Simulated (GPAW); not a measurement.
# WS (Pm-3m) in GPAW: convergence with k mesh

Aim: find how far k mesh must go before the results for WS settle, at r2SCAN. This setting moves, with any that are tied to it; all else stays.

Everything below comes from runs of GPAW 26.7.0. Logs are shortened: lines on timing, memory, paths and dates and some standing lists are left out, and cuts for length are marked. The log counts tension as positive stress, the text compression.

## 1. The structure

It takes space group Pm-3m (No. 221, cubic). Conventional cell: a = 3.445 Å, b = 3.445 Å, c = 3.445 Å, α = 90.00°, β = 90.00°, γ = 90.00°. W (site symmetry m-3m) is surrounded by 8 S at 2.98 Å. S (site symmetry m-3m) has 8 W at 2.98 Å as nearest neighbours.

The cell was built by a generator and needn't be a form met in nature.

## 2. With k mesh 2 × 2 × 2

The input, run.py:

```python
from ase.dft.bandgap import bandgap
from ase.io import read, write
from ase.units import GPa
from gpaw import GPAW, PW

atoms = read('POSCAR')

calc = GPAW(mode=PW(600),
            xc='MGGA_X_R2SCAN+MGGA_C_R2SCAN',
            kpts={'size': (2, 2, 2), 'gamma': True},
            occupations={'name': 'fermi-dirac', 'width': 0.05},
            nbands=20,
            convergence={'density': 1e-05, 'energy': 1e-05},
            maxiter=100,
            txt='gpaw.txt')
atoms.calc = calc
energy = atoms.get_potential_energy()
forces = atoms.get_forces()
stress = atoms.get_stress()
calc.write('gs.gpw')
write('result.traj', atoms)
print(f'Energy: {energy:.6f} eV')
print('Forces (eV/A):')
print(forces.round(4))
print('Stress (GPa):', (stress / GPa).round(3))
print('Fermi level:', round(calc.get_fermi_level(), 4), 'eV')
print(f'Gap: {bandgap(calc)[0]:.4f} eV, direct: {bandgap(calc, direct=True)[0]:.4f} eV')
```

The input, POSCAR:

```
WS
1.0
    3.4448484800      0.0000000000      0.0000000000
    0.0000000000      3.4448484800      0.0000000000
    0.0000000000      0.0000000000      3.4448484800
W S
1 1
Direct
    0.5000000000      0.5000000000      0.5000000000
    0.0000000000      0.0000000000      0.0000000000
```

Potentials or basis: GPAW PAW data sets (gpaw-data 1.2.1), pw.

On the command line:

```console
$ OMP_NUM_THREADS=1 python run.py
```

Run time: 5.8 s. Hardware: 1 thread of Arm Neoverse V2, shared host; peak memory 0.28 GiB.

Results:

- Free energy: -30.3145 eV
- Pressure: -35.0 GPa
- Band gap on the k mesh: none (metal or under the smearing width)

## 3. With k mesh 3 × 3 × 3

run.py, as its differences from that of step 2:

```diff
@@ -9,3 +9,3 @@
             xc='MGGA_X_R2SCAN+MGGA_C_R2SCAN',
-            kpts={'size': (2, 2, 2), 'gamma': True},
+            kpts={'size': (3, 3, 3), 'gamma': True},
             occupations={'name': 'fermi-dirac', 'width': 0.05},
```

POSCAR is that of step 2.

Potentials or basis: GPAW PAW data sets (gpaw-data 1.2.1), pw.

On the command line:

```console
$ OMP_NUM_THREADS=1 python run.py
```

It took 7 s on 1 thread of Arm Neoverse V2, shared host; peak memory 0.28 GiB.

Results:

```yaml
Free_energy: -29.7990 eV
Pressure: -37.4 GPa
Band_gap_on_the_k_mesh: none (metal or under the smearing width)
```

## 4. With k mesh 4 × 4 × 4

run.py, as its differences from that of step 3:

```diff
@@ -9,3 +9,3 @@
             xc='MGGA_X_R2SCAN+MGGA_C_R2SCAN',
-            kpts={'size': (3, 3, 3), 'gamma': True},
+            kpts={'size': (4, 4, 4), 'gamma': True},
             occupations={'name': 'fermi-dirac', 'width': 0.05},
```

POSCAR is that of step 3.

On the command line:

```console
$ OMP_NUM_THREADS=1 python run.py
```

Wall time 13 s (1 thread of Arm Neoverse V2, shared host); peak memory 0.28 GiB.

Results (log left out):

* Free energy: -30.2416 eV
* Pressure: -36.6 GPa
* Band gap on the k mesh: none (metal or under the smearing width)

## 5. With k mesh 5 × 5 × 5

run.py, as its differences from that of step 4:

```diff
@@ -9,3 +9,3 @@
             xc='MGGA_X_R2SCAN+MGGA_C_R2SCAN',
-            kpts={'size': (4, 4, 4), 'gamma': True},
+            kpts={'size': (5, 5, 5), 'gamma': True},
             occupations={'name': 'fermi-dirac', 'width': 0.05},
```

POSCAR is that of step 4.

On the command line:

```console
$ OMP_NUM_THREADS=1 python run.py
```

Wall time 11 s (1 thread of Arm Neoverse V2, shared host); peak memory 0.28 GiB.

Results (log left out):

| Quantity | Value |
| --- | --- |
| Free energy | -30.1491 eV |
| Pressure | -37.4 GPa |
| Band gap on the k mesh | none (metal or under the smearing width) |

## 6. With k mesh 6 × 6 × 6

run.py, as its differences from that of step 5:

```diff
@@ -9,3 +9,3 @@
             xc='MGGA_X_R2SCAN+MGGA_C_R2SCAN',
-            kpts={'size': (5, 5, 5), 'gamma': True},
+            kpts={'size': (6, 6, 6), 'gamma': True},
             occupations={'name': 'fermi-dirac', 'width': 0.05},
```

POSCAR is that of step 5.

Potentials or basis: GPAW PAW data sets (gpaw-data 1.2.1), pw.

On the command line:

```console
$ OMP_NUM_THREADS=1 python run.py
```

It took 21 s on 1 thread of Arm Neoverse V2, shared host; peak memory 0.29 GiB.

It converged, with:

```yaml
Free_energy: -30.1660 eV
Pressure: -38.9 GPa
Band_gap_on_the_k_mesh: none (metal or under the smearing width)
```

## 7. With k mesh 7 × 7 × 7

run.py, as its differences from that of step 6:

```diff
@@ -9,3 +9,3 @@
             xc='MGGA_X_R2SCAN+MGGA_C_R2SCAN',
-            kpts={'size': (6, 6, 6), 'gamma': True},
+            kpts={'size': (7, 7, 7), 'gamma': True},
             occupations={'name': 'fermi-dirac', 'width': 0.05},
```

POSCAR is that of step 6.

On the command line:

```console
$ OMP_NUM_THREADS=1 python run.py
```

It took 21 s on 1 thread of Arm Neoverse V2, shared host; peak memory 0.29 GiB.

Results (log left out):

```yaml
Free_energy: -30.1873 eV
Pressure: -38.1 GPa
Band_gap_on_the_k_mesh: none (metal or under the smearing width)
```

## 8. With k mesh 9 × 9 × 9

run.py, as its differences from that of step 7:

```diff
@@ -9,3 +9,3 @@
             xc='MGGA_X_R2SCAN+MGGA_C_R2SCAN',
-            kpts={'size': (7, 7, 7), 'gamma': True},
+            kpts={'size': (9, 9, 9), 'gamma': True},
             occupations={'name': 'fermi-dirac', 'width': 0.05},
```

POSCAR is that of step 7.

On the command line:

```console
$ OMP_NUM_THREADS=1 python run.py
```

Run time: 33 s. Hardware: 1 thread of Arm Neoverse V2, shared host; peak memory 0.3 GiB.

Results (log left out):

| Property | Result |
| --- | --- |
| Free energy | -30.1814 eV |
| Pressure | -38.7 GPa |
| Band gap on the k mesh | none (metal or under the smearing width) |

## 9. With k mesh 10 × 10 × 10

run.py, as its differences from that of step 8:

```diff
@@ -9,3 +9,3 @@
             xc='MGGA_X_R2SCAN+MGGA_C_R2SCAN',
-            kpts={'size': (9, 9, 9), 'gamma': True},
+            kpts={'size': (10, 10, 10), 'gamma': True},
             occupations={'name': 'fermi-dirac', 'width': 0.05},
```

POSCAR is that of step 8.

Potentials or basis: GPAW PAW data sets (gpaw-data 1.2.1), pw.

On the command line:

```console
$ OMP_NUM_THREADS=1 python run.py
```

gpaw.txt:

```text
__  _  _
 | _ |_)|_||  |
 |__||  | ||/\| - 26.7.0

Input parameters:
  mode=PW(ecut=600.0),
  convergence={'density': 1e-05, 'energy': 1e-05},
  kpts=MonkhorstPack(size=(10, 10, 10), gamma=True),
  maxiter=100,
  nbands=20,
  occupations=Occupations(name='fermi-dirac', width=0.05),
  xc=XC(name='MGGA_X_R2SCAN+MGGA_C_R2SCAN')

Diagonalizing LCAO Hamiltonian
Converting LCAO to pw mode
   .-------.
  /|       |
 * |       |
 | |  W    |
 | .-------.
 |/       /
 S-------*

Atoms  # Å, Bohr magnetons
|   | symbol |        x |        y |        z |    initial magnetic moments |
|---|--------|----------|----------|----------|-----------------------------|
| 0 |      W | 1.722424 | 1.722424 | 1.722424 | ( 0.0000,  0.0000,  0.0000) |
| 1 |      S | 0.000000 | 0.000000 | 0.000000 | ( 0.0000,  0.0000,  0.0000) |

Unit cell  # Å
| periodic |        x |        y |        z |  lengths |    angles |
|----------|----------|----------|----------|----------|-----------|
|      yes | 3.444848 | 0.000000 | 0.000000 | 3.444848 | 90.000000 |
|      yes | 0.000000 | 3.444848 | 0.000000 | 3.444848 | 90.000000 |
|      yes | 0.000000 | 0.000000 | 3.444848 | 3.444848 | 90.000000 |

Number of symmetries: 48
Symmetry operations  # r_c * U_cc + t_c -> r_c
|    | kind |            matrix            |
|----|------|------------------------------|
|  0 |  E   |  1, 0, 0,  0, 1, 0,  0, 0, 1 |
|  1 |  σ   |  1, 0, 0,  0, 1, 0,  0, 0,-1 |
|  2 |  σ   |  1, 0, 0,  0, 0, 1,  0, 1, 0 |
|  3 |  C4  |  1, 0, 0,  0, 0, 1,  0,-1, 0 |
|  4 |  C4  |  1, 0, 0,  0, 0,-1,  0, 1, 0 |
|  5 |  σ   |  1, 0, 0,  0, 0,-1,  0,-1, 0 |
|  6 |  σ   |  1, 0, 0,  0,-1, 0,  0, 0, 1 |
|  7 |  C2  |  1, 0, 0,  0,-1, 0,  0, 0,-1 |
|  8 |  σ   |  0, 1, 0,  1, 0, 0,  0, 0, 1 |
|  9 |  C2  |  0, 1, 0,  1, 0, 0,  0, 0,-1 |
| 10 |  C3  |  0, 1, 0,  0, 0, 1,  1, 0, 0 |
| 11 |  S6  |  0, 1, 0,  0, 0, 1, -1, 0, 0 |
| 12 |  S6  |  0, 1, 0,  0, 0,-1,  1, 0, 0 |
| 13 |  C3  |  0, 1, 0,  0, 0,-1, -1, 0, 0 |
| 14 |  C4  |  0, 1, 0, -1, 0, 0,  0, 0, 1 |
| 15 |  S4  |  0, 1, 0, -1, 0, 0,  0, 0,-1 |
| 16 |  C3  |  0, 0, 1,  1, 0, 0,  0, 1, 0 |
| 17 |  S6  |  0, 0, 1,  1, 0, 0,  0,-1, 0 |
| 18 |  σ   |  0, 0, 1,  0, 1, 0,  1, 0, 0 |
| 19 |  C4  |  0, 0, 1,  0, 1, 0, -1, 0, 0 |
| 20 |  C2  |  0, 0, 1,  0,-1, 0,  1, 0, 0 |
| 21 |  S4  |  0, 0, 1,  0,-1, 0, -1, 0, 0 |
| 22 |  S6  |  0, 0, 1, -1, 0, 0,  0, 1, 0 |
| 23 |  C3  |  0, 0, 1, -1, 0, 0,  0,-1, 0 |
| 24 |  S6  |  0, 0,-1,  1, 0, 0,  0, 1, 0 |
| 25 |  C3  |  0, 0,-1,  1, 0, 0,  0,-1, 0 |
| 26 |  C4  |  0, 0,-1,  0, 1, 0,  1, 0, 0 |
| 27 |  σ   |  0, 0,-1,  0, 1, 0, -1, 0, 0 |
| 28 |  S4  |  0, 0,-1,  0,-1, 0,  1, 0, 0 |
| 29 |  C2  |  0, 0,-1,  0,-1, 0, -1, 0, 0 |
| 30 |  C3  |  0, 0,-1, -1, 0, 0,  0, 1, 0 |
| 31 |  S6  |  0, 0,-1, -1, 0, 0,  0,-1, 0 |
| 32 |  C4  |  0,-1, 0,  1, 0, 0,  0, 0, 1 |
| 33 |  S4  |  0,-1, 0,  1, 0, 0,  0, 0,-1 |
| 34 |  S6  |  0,-1, 0,  0, 0, 1,  1, 0, 0 |
| 35 |  C3  |  0,-1, 0,  0, 0, 1, -1, 0, 0 |
| 36 |  C3  |  0,-1, 0,  0, 0,-1,  1, 0, 0 |
| 37 |  S6  |  0,-1, 0,  0, 0,-1, -1, 0, 0 |
| 38 |  σ   |  0,-1, 0, -1, 0, 0,  0, 0, 1 |
| 39 |  C2  |  0,-1, 0, -1, 0, 0,  0, 0,-1 |
| 40 |  σ   | -1, 0, 0,  0, 1, 0,  0, 0, 1 |
| 41 |  C2  | -1, 0, 0,  0, 1, 0,  0, 0,-1 |
| 42 |  C2  | -1, 0, 0,  0, 0, 1,  0, 1, 0 |
| 43 |  S4  | -1, 0, 0,  0, 0, 1,  0,-1, 0 |
| 44 |  S4  | -1, 0, 0,  0, 0,-1,  0, 1, 0 |
| 45 |  C2  | -1, 0, 0,  0, 0,-1,  0,-1, 0 |
| 46 |  C2  | -1, 0, 0,  0,-1, 0,  0, 0, 1 |
| 47 |  i   | -1, 0, 0,  0,-1, 0,  0, 0,-1 |

BZ-sampling:
  Number of BZ points: 1000
  Number of IBZ points: 56

  Monkhorst-Pack size: [10, 10, 10]
  Monkhorst-Pack shift: [0.05, 0.05, 0.05]

K-points  # in reciprocal-cell coordinates
|     |                                coordinates |     weight |
|-----|--------------------------------------------|------------|
|   0 | (  0.00000000,   0.00000000,   0.00000000) | 0.00100000 |
|   1 | (  0.10000000,   0.00000000,   0.00000000) | 0.00600000 |
|   2 | (  0.10000000,   0.10000000,   0.00000000) | 0.01200000 |
|   3 | (  0.10000000,   0.10000000,   0.10000000) | 0.00800000 |
|   4 | (  0.20000000,   0.00000000,   0.00000000) | 0.00600000 |
|   5 | (  0.20000000,   0.10000000,   0.00000000) | 0.02400000 |
|   6 | (  0.20000000,   0.10000000,   0.10000000) | 0.02400000 |
|   7 | (  0.20000000,   0.20000000,   0.00000000) | 0.01200000 |
|   8 | (  0.20000000,   0.20000000,   0.10000000) | 0.02400000 |
|   9 | (  0.20000000,   0.20000000,   0.20000000) | 0.00800000 |
| ... |                                            |            |
|  55 | (  0.50000000,   0.50000000,   0.50000000) | 0.00100000 |

Plane wave coefficients: 1406
Cutoff: 600.0 eV

Spin-components: 1 (collinear spins)
Bands:           20
Projectors:      11
Spin-degeneracy: 2
Datatype:        complex128

Parallelization:
  kpt:    1
  domain: 1
  band:   1

Density:
  Valence electrons: 20.0
  Components: 1
  Grid points: [20 20 20]
  Charge: 0.0  # |e|

Potential:
  Grid points: [20 20 20]

species:
  W:
    name:    Tungsten
    Z:       74.0
    valence: 14
    core:    60
    charge:  0.0  # [|e|]
    compensation charges:
      type: gauss
      rc: 0.40  # [Å]
      lmax: 2
    cutoffs:
      filter: 2.36  # [Å]
      core: 3.02  # [Å]
    projectors
    | kind |    occ | energy [eV] | rcut [Å] |
    |------|--------|-------------|----------|
    |   5s |  2.000 |     -78.830 |    1.344 |
    |   6s |  2.000 |      -5.697 |    1.344 |
    |   5p |  6.000 |     -43.233 |    1.355 |
    |   6p |  0.000 |      -1.367 |    1.355 |
    |   5d |  4.000 |      -4.494 |    1.228 |
    |    d |        |      22.717 |    1.228 |

    Using partial waves for W as LCAO basis

  S:
    name:    Sulfur
    Z:       16.0
    valence: 6
    core:    10
    charge:  0.0  # [|e|]
    compensation charges:
      type: gauss
      rc: 0.24  # [Å]
      lmax: 2
    cutoffs:
      filter: 1.77  # [Å]
      core: 1.66  # [Å]
    projectors
    | kind |    occ | energy [eV] | rcut [Å] |
    |------|--------|-------------|----------|
    |   3s |  2.000 |     -17.254 |    0.974 |
    |   3p |  4.000 |      -7.008 |    0.979 |
    |    s |        |       9.957 |    0.974 |
    |    p |        |      20.203 |    0.979 |
    |    d |        |       0.000 |    0.900 |

    Using partial waves for S as LCAO basis

Reference energy: -449629.291553  # eV

eigensolver:
  PPCG
  Converge bands: occupied
  niter=2

density mixing:
  MSR1-Mixer
  Pratt-step length: 0.05
  Maximum mixing coefficient: 0.75
  Old densities: 10
  SVD Regularization: 0.005
  Good broyden scale: 1.0
  Trust region scale: 1.0
  Backstep threshold: 4.0
  History deletion threshold: 6.0
  Fourier metric: weight=20.0, sigma=0.015

occupation numbers:
  Fermi-Dirac:
    width: 0.0500  # eV

poisson solver:
  ecut: 4800.0  # eV

xc functional:
  name: MGGA_X_R2SCAN+MGGA_C_R2SCAN with 2 nearest neighbor stencil

convergence criteria:
- Maximum integral of absolute [dens]ity change: 1e-05 electrons / valence electron
- Maximum [total energy] change in last 3 cyles: 1e-05 eV / valence electron
- Maximum integral of absolute [eigenst]ate change: 4e-08 eV^2 / valence electron
maximum number of iterations: 100

SCF iterations
|iter     | |      energy | eigst |  dens |
|---------|-|-------------|-------|-------|
|iter:   1| |  -34.684645 | -0.05 |       |
|iter:   2| |  -30.070358 | -1.63 | -1.29 |
|iter:   3| |  -30.090692 | -2.59 | -1.39 |
|iter:   4| |  -30.131318 | -2.78 | -1.55 |
|iter:   5| |  -30.154810 | -2.68 | -1.73 |
|iter:   6| |  -30.160784 | -3.16 | -2.17 |
|iter:   7| |  -30.160579 | -4.98 | -2.59 |
|iter:   8| |  -30.160351 | -4.96 | -2.74 |
|iter:   9| |  -30.160342 | -5.92 | -3.07 |
|iter:  10| |  -30.160337c| -5.73 | -3.28 |
|iter:  11| |  -30.160337c| -7.72c| -4.62 |
|iter:  12| |  -30.160338c| -7.47c| -4.95 |
|iter:  13| |  -30.160338c| -8.36c| -5.57c|

Converged in 13 steps
Energy contributions relative to reference atoms: (reference = -449629.291553)

Energy contributions:
  Kinetic:         -31.340709
  Coulomb:          26.107241
  Zero:             -0.088907
  External:          0.000000
  Xc:              -24.823908
  Entropy:          -0.028110
  Spinorbit:         0.000000
  ----------------------------
  Free energy:     -30.174392
  Extrapolated:    -30.160338

dipole moment: (-11.051102, -11.051102, -11.051102)  # |e|*Ang

Fermi level: 8.567
Eigenvalues  # (at kpt = [0.000, 0.000, 0.000])
| band index |      eig [eV] | occ [0-2] |
|------------|---------------|-----------|
|          0 |       -68.165 |     2.000 |
|        ... |               |           |
|          3 |       -31.833 |     2.000 |
|          4 |        -6.699 |     2.000 |
|          5 |         5.878 |     2.000 |
|          6 |         5.878 |     2.000 |
|          7 |         5.966 |     2.000 |
|          8 |         5.966 |     2.000 |
[... 9 lines left out ...]
|         18 |        22.649 |     0.000 |
|         19 |        23.095 |     0.000 |

No gap
No difference between direct/indirect transitions

Forces  # eV/Ang
|        x |        y |        z |
|----------|----------|----------|
| -0.00000 | -0.00000 | -0.00000 |  # W    0
|  0.00000 |  0.00000 | -0.00000 |  # S    1

Stress tensor  # eV/Ang^3
|         x |         y |        z |
|-----------|-----------|----------|
|  0.239101 | -0.000000 | 0.000000 |
| -0.000000 |  0.239101 | 0.000000 |
|  0.000000 |  0.000000 | 0.239101 |

# Writing to gs.gpw (mode='')
```

Wall time 51 s (1 thread of Arm Neoverse V2, shared host); peak memory 0.32 GiB.

What came out:

* Free energy: -30.1744 eV
* Pressure: -38.3 GPa
* Band gap on the k mesh: none (metal or under the smearing width)

## 10. Result

```
      k mesh  energy less the tightest run, at zero smearing (meV/atom)  pressure (GPa)  SCF cycles  CPU time (s)  peak memory (GiB)
   2 × 2 × 2                                                     -70.11          -34.99          11           5.8               0.28
   3 × 3 × 3                                                     191.50          -37.37          14             7               0.28
   4 × 4 × 4                                                     -31.29          -36.61          14            13               0.28
   5 × 5 × 5                                                      14.65          -37.41          12            11               0.28
   6 × 6 × 6                                                       2.90          -38.91          13            21               0.29
   7 × 7 × 7                                                      -5.78          -38.05          13            21               0.29
   9 × 9 × 9                                                      -5.76          -38.67          13            33                0.3
10 × 10 × 10                                                       0.00          -38.31          13            51               0.32
```

Not settled before the last step: the energy (to 1 meV/atom), the pressure (to 0.1 GPa). Meshes of other sizes hit other points, so gaps and Fermi surfaces needn't settle smoothly. The tightest run that finished is the yardstick and may itself not be fully converged.

Caveats: a pressure of tens of GPa on the cell as given is suspect, and the run, the potentials or the cell itself is likely at fault; the PAW data sets were made with another functional, which shifts forces and pressure a little.
